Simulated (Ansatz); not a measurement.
# GeH2F (SMILES [F][GeH2]): UHSE06/STO-3G

What is the electronic atomisation energy of GeH2F at UHSE06/STO-3G? 

Program for the calculation: Ansatz 0.2.0.

61 further runs of the same task are left out: 18 that didn't finish, 43 set aside as unsound or not needed.

## 1. The molecule

The species is GeH2F (4 atoms), meant as a doublet with charge 0. SMILES: `[F][GeH2]`. Geometry: relaxed at PBE0-D4/def2-TZVP.

Bond lengths: F1–Ge2 1.745 Å, Ge2–H3 1.549 Å, Ge2–H4 1.549 Å. Angles: F1–Ge2–H3 105.4°, F1–Ge2–H4 105.4°, H3–Ge2–H4 113.3°.

## 2. A single-point energy at UHSE06/STO-3G

job.yaml

```yaml
crystal:
  periodic: [false, false, false]
  atoms:
    - symbol: F
      position_ang: [0.138200, -0.585400, 1.442000]
    - symbol: Ge
      position_ang: [0.305700, -0.223200, -0.257100]
    - symbol: H
      position_ang: [-1.078800, -0.527800, -0.882000]
    - symbol: H
      position_ang: [0.690400, 1.276000, -0.323100]
basis:
  gaussian:
    orbitals: STO-3G
total_charge: 0
magnetization:
  spin_polarized: true
  initial_magnetization: 1
hamiltonian:
  xc: hse06
accuracy: high
```

The run is started by

```console
$ ansatz run job.yaml --threads 1 --pin off --max-ram 2610MiB --events-out events.jsonl --progress --plain --runs-dir runs
```

Log:

```text
Warning: RAYON_NUM_THREADS=1 ignored (pool sized by the plan → 1); use --threads N
Functional definition: HSE06
  name "HSE06"
  parameter a = 0.25
  parameter omega = 0.11/bohr
  exchange = pbe_x - a*pbe_x_sr(omega) + a*exact_x_sr(omega)
  correlation = pbe_c
357 factors; integrals over basis functions are off by at most 4.5e-9 eV
49 factors; integrals over basis functions are off by at most 5.8e-10 eV
mean field evaluation 1: about -58553.8025 eV, gradient 3.6e1 eV
mean field evaluation 2: about -58545.6283 eV, gradient 5.3e1 eV
mean field evaluation 4: about -58566.2655 eV, gradient 5.4e0 eV
mean field evaluation 8: about -58566.4837 eV, gradient 3.0e-1 eV
mean field evaluation 16: about -58566.4850 eV, gradient 9.8e-6 eV
mean field -58566.48503620 eV, -2152.2786272908 hartree, gradient 4.2e-8 eV, S^2 0.751146; 0 other end points of the search recorded, 0 dependent functions left out
reference -58566.48503774 eV, -2152.2786273477 hartree; 22, 21 occupied and 3, 4 virtual orbitals, 357 factors
Total energy: -58566.48503774 eV, -2152.2786273477 hartree
```

Run time: 2.6 s. Hardware: 1 thread of Arm Neoverse V1, shared host; peak memory 0.13 GiB.

## 3. The F atom

input.yaml

```yaml
crystal:
  periodic: [false, false, false]
  atoms:
    - symbol: F
      position_ang: [0.000000, 0.000000, 0.000000]
basis:
  gaussian:
    orbitals: STO-3G
magnetization:
  spin_polarized: true
  initial_magnetization: 1
hamiltonian:
  xc: hse06
accuracy: high
```

Run the same way, it converges to -98.19947 Eh (log not shown).

## 4. The Ge atom, same level

in.yaml

```yaml
basis:
  gaussian:
    orbitals: STO-3G
crystal:
  periodic: [false, false, false]
  atoms:
    - symbol: Ge
      position_ang: [0.000000, 0.000000, 0.000000]
magnetization:
  spin_polarized: true
  initial_magnetization: 2
hamiltonian:
  xc: {name: HSE06}
accuracy: high
```

The run is started by

```console
$ ansatz run in.yaml --threads 1 --pin off --max-ram 2610MiB --events-out events.jsonl --progress --plain --runs-dir runs
```

Log, cut to the lines that bear on the results:

```text
Warning: RAYON_NUM_THREADS=1 ignored (pool sized by the plan → 1); use --threads N
[... 2 set-up lines as earlier in the session ...]
[...]
138 factors; integrals over basis functions are off by at most 4.5e-9 eV
26 factors; integrals over basis functions are off by at most 2.5e-10 eV
[...]
mean field -55855.36911089 eV, -2052.6469546963 hartree, gradient 1.6e-8 eV, S^2 2.185110; 13 other end points of the search recorded, 0 dependent functions left out
reference -55855.36911248 eV, -2052.6469547547 hartree; 17, 15 occupied and 1, 3 virtual orbitals, 138 factors
Total energy: -55855.36911248 eV, -2052.6469547547 hartree
```

It took 6 s on 1 thread of Arm Neoverse V1, shared host; peak memory 0.092 GiB.

## 5. The H atom at the same level

input.yaml

```yaml
crystal:
  periodic: [false, false, false]
  atoms:
    - {symbol: H, position_ang: [0.000000, 0.000000, 0.000000]}
basis:
  gaussian: {orbitals: STO-3G}
magnetization: {spin_polarized: true, initial_magnetization: 1}
hamiltonian: {xc: {name: HSE06}}
accuracy: high
```

Run the same way, it converges to -0.46620 Eh (log not shown).

## 6. Summary of results

At UHSE06/STO-3G:

| quantity | value |
| --- | --- |
| molecule: total energy | -2152.27863 Eh |
| molecule: ⟨S²⟩ | 0.751 |
| F atom: total energy | -98.19947 Eh |
| F atom: ⟨S²⟩ | 0.750 |
| Ge atom: total energy | -2052.64695 Eh |
| Ge atom: ⟨S²⟩ | 2.185 |
| H atom: total energy | -0.46620 Eh |
| H atom: ⟨S²⟩ | 0.750 |
| electronic atomisation energy | 13.600 eV |

What this shows: Taking the molecule apart into free atoms costs 13.60 eV (314 kcal/mol), before zero-point energy and without spin-orbit coupling. In a minimal basis such a difference can be off by several eV, whatever the method. ⟨S²⟩ (Ge atom) is 2.19 where a pure triplet has 2.00: the reference is spin-contaminated.
